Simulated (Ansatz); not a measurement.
**BeZn3Te4: the band gap up the ladder of functionals**

The task here is to estimate one member of a computed series from the others.

The runs shown are made with Ansatz 0.2.0. PAW datasets, plane waves. (Calculated; spin-unpolarised; the phase may be known or hypothetical.)

**The system as given**

The cell was relaxed beforehand with r2SCAN.

It is cubic, P-43m (No. 215); conventional cell a = 6.002 Å, 27.03 Å³ an atom. Be has 4 Te at 2.49 Å; Te has 1 Be at 2.49 Å and 3 Zn at 2.64 Å; Zn has 4 Te at 2.64 Å.

Coordinates:

Space group P-43m (No. 215). a = 6.002 Å, b = 6.002 Å, c = 6.002 Å, α = 90.00°, β = 90.00°, γ = 90.00°
```
atom  site  symmetry       x       y       z
  Be    1a      -43m  0.0000  0.0000  0.0000
  Te    4e       .3m  0.2393  0.2393  0.2393
  Zn    3c     -42.m  0.5000  0.5000  0.0000
```

The first run:

Contents of input.yaml:

```yaml
crystal:
  lattice:
    - [6.0020302093, 0.0, 0.0]
    - [0.0, 6.0020302093, 0.0]
    - [0.0, 0.0, 6.0020302093]
  atoms:
    - { symbol: Be, position: [0.0, 0.0, 0.0] }
    - { symbol: Te, position: [0.2393332797, 0.2393332797, 0.2393332797] }
    - { symbol: Zn, position: [0.5, 0.5, 0.0] }
    - { symbol: Te, position: [0.7606667203, 0.7606667203, 0.2393332797] }
    - { symbol: Zn, position: [0.5, 0.0, 0.5] }
    - { symbol: Te, position: [0.7606667203, 0.2393332797, 0.7606667203] }
    - { symbol: Zn, position: [0.0, 0.5, 0.5] }
    - { symbol: Te, position: [0.2393332797, 0.7606667203, 0.7606667203] }
kpoints:
  mp_grid: { grid: [4, 4, 4] }
  band_path:
    path:
      - [[0.0, 0.0, 0.0], [-2.952474567133e-51, 0.5, 5.615395599728e-35], [0.5, 0.5, 2.673997904632e-35], [0.0, 0.0, 0.0], [0.5, 0.5, 0.5], [-2.952474567133e-51, 0.5, 5.615395599728e-35]]
      - [[0.5, 0.5, 0.5], [0.5, 0.5, 2.673997904632e-35]]
    npoints: 10
hamiltonian:
  xc: pbe
scf:
  occupations: { method: fermi_dirac, width: 0.02 }
  n_extra_bands: 6
output:
  forces: true
  stress: true
  eigenvalues: true
```

The run is started by

```bash
$ ansatz run input.yaml --threads 2 --pin off --max-ram 29491MiB --backend cpu --events-out ev --progress --plain --runs-dir out
```

Steps of the session up to this table: PBE band path; Single point with r2SCAN; HSE06 at the same geometry; Single point with PBE+SOC; PBE0 at the same geometry.

One of the session's tables, all rows but one given; the rest of the session is left out.

| level | gap (eV) |
| --- | --- |
| PBE | 1.73 |
| r2SCAN | ? |
| HSE06 | 2.72 |
| PBE+SOC | 1.46 |
| PBE0 | 3.33 |

**Question.** Estimate the row for r2SCAN.

As computed: gap (eV): 2.29. In the column «gap (eV)» it lies between PBE (1.73) and HSE06 (2.72).

In words: The gap runs from 1.46 eV (PBE+SOC) to 3.33 eV (PBE0). Against HSE06, PBE is short by 0.99 eV, at 64 % of it, and r2SCAN 84 %. PBE0 lies 0.61 eV above HSE06, which differs from it by screening the long-range exchange. The levels disagree on whether the gap is direct.

Limits of these values: Warnings in the runs' records: stress scf threshold loose, stress exchange threshold loose.
